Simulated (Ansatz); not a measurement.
**C4H10Si: up Jacob's ladder to CCSD(T)**

One table from this session's results is given with a row withheld; the runs are named, their logs left out.

Program: Ansatz 0.2.0, Gaussian basis. Level of theory: functionals in def2-TZVPP, the program's frozen cores in correlated methods. These are calculated values, not measurements.

Levels to be run: PBE-D4, r2SCAN-D4, PBE0-D4, B3LYP-D4, ωB97X-V, ωB97M-V, B2PLYP; CCSD(T)/def2-TZVPP; MP2/def2-QZVPP; extrapolation to the limit.

## The relaxed structure

An earlier PBE0-D4 in a triple-zeta def2 set relaxation fixed the geometry.

SMILES `C=CCC[SiH3]`, 15 atoms, charge 0, spin multiplicity 1.

Atoms are counted from 1 here; the program's logs count them from 0.

Bond lengths: C1–C2 1.325 Å, C1–H6 1.084 Å, C1–H7 1.086 Å, C2–C3 1.493 Å, C2–H8 1.090 Å, C3–C4 1.533 Å, C3–H9 1.095 Å, C3–H10 1.097 Å, C4–Si5 1.882 Å, C4–H11 1.096 Å, C4–H12 1.095 Å, Si5–H13 1.489 Å, Si5–H14 1.486 Å, Si5–H15 1.489 Å. Angles: C2–C1–H6 121.7°, C2–C1–H7 121.3°, H6–C1–H7 117.0°, C1–C2–C3 125.0°, C1–C2–H8 119.0°, C3–C2–H8 116.0°, C2–C3–C4 112.7°, C2–C3–H9 109.2°, C2–C3–H10 109.2°, C4–C3–H9 109.9°, C4–C3–H10 109.0°, H9–C3–H10 106.7°, C3–C4–Si5 114.4°, C3–C4–H11 110.2°, C3–C4–H12 109.7°, Si5–C4–H11 108.3°, Si5–C4–H12 107.9°, H11–C4–H12 106.0° and more.

As a file:

```
C    -0.6615    1.1978    1.8035
C    -0.2020    0.0127    1.4275
C     0.9918   -0.2073    0.5587
C     0.6511   -0.9530   -0.7370
Si   -0.5916   -0.0677   -1.8388
H    -1.5427    1.2944    2.4270
H    -0.1694    2.1167    1.4994
H    -0.7298   -0.8845    1.7488
H     1.4496    0.7586    0.3234
H     1.7412   -0.7833    1.1156
H     0.2576   -1.9499   -0.5075
H     1.5632   -1.1154   -1.3210
H    -0.2056    1.3619   -1.9970
H    -1.9707   -0.1267   -1.2885
H    -0.6029   -0.7047   -3.1849
```

Set-up of the first run:

in.yaml

```yaml
crystal:
  periodic: [false, false, false]
  atoms:
    - {symbol: C, position_ang: [-0.661490, 1.197754, 1.803528]}
    - {symbol: C, position_ang: [-0.201964, 0.012749, 1.427476]}
    - {symbol: C, position_ang: [0.991753, -0.207339, 0.558667]}
    - {symbol: C, position_ang: [0.651148, -0.953015, -0.736997]}
    - {symbol: Si, position_ang: [-0.591593, -0.067716, -1.838764]}
    - {symbol: H, position_ang: [-1.542691, 1.294369, 2.427041]}
    - {symbol: H, position_ang: [-0.169437, 2.116747, 1.499391]}
    - {symbol: H, position_ang: [-0.729848, -0.884538, 1.748768]}
    - {symbol: H, position_ang: [1.449608, 0.758603, 0.323368]}
    - {symbol: H, position_ang: [1.741217, -0.783282, 1.115618]}
    - {symbol: H, position_ang: [0.257594, -1.949935, -0.507486]}
    - {symbol: H, position_ang: [1.563184, -1.115449, -1.320971]}
    - {symbol: H, position_ang: [-0.205646, 1.361895, -1.997048]}
    - {symbol: H, position_ang: [-1.970749, -0.126722, -1.288528]}
    - {symbol: H, position_ang: [-0.602887, -0.704722, -3.184862]}
basis:
  gaussian: {orbitals: def2-TZVPP}
hamiltonian: {xc: pbe, dispersion: d4}
output: {forces: true, orbitals: {seedname: orbitals}}
```

The run is started by

```
> ansatz run in.yaml --threads 4 --pin off --events-out ev --progress --plain --max-ram 10444MiB
```

Steps of the session up to this table: PBE-D4 (GGA); r2SCAN-D4 (meta-GGA); PBE0-D4 (hybrid); B3LYP-D4 (hybrid); ωB97X-V (range-separated); ωB97M-V (range-separated); B2PLYP (double hybrid); CCSD(T) in def2-TZVPP; MP2 in def2-QZVPP.

One table of the session follows, with a row left open; its other results are not shown here.

It belongs to the step «Atomisation energies». 

| method | atomisation energy (kcal/mol) |
| --- | --- |
| PBE-D4 | 1380.0 |
| r2SCAN-D4 | 1364.3 |
| PBE0-D4 | ? |
| B3LYP-D4 | 1364.7 |
| ωB97X-V | 1365.3 |
| ωB97M-V | 1365.8 |
| B2PLYP | 1349.4 |
| HF/def2-TZVPP | 1036.4 |
| MP2/def2-TZVPP | 1341.6 |
| CCSD/def2-TZVPP | 1317.7 |
| CCSD(T)/def2-TZVPP | 1333.4 |
| MP2/CBS | 1370.6 |
| CCSD(T)/CBS | 1362.4 |

Q: Estimate the row for PBE0-D4 from the others.

As computed: atomisation energy (kcal/mol): 1367.2. In the column «atomisation energy (kcal/mol)» it lies between ωB97M-V (1365.8) and MP2/CBS (1370.6).

To keep in mind: Free atoms (4 C, 1 Si, 10 H) were run apart at each level; the atomisation energy is their sum less the molecule, without zero-point or spin-orbit terms.
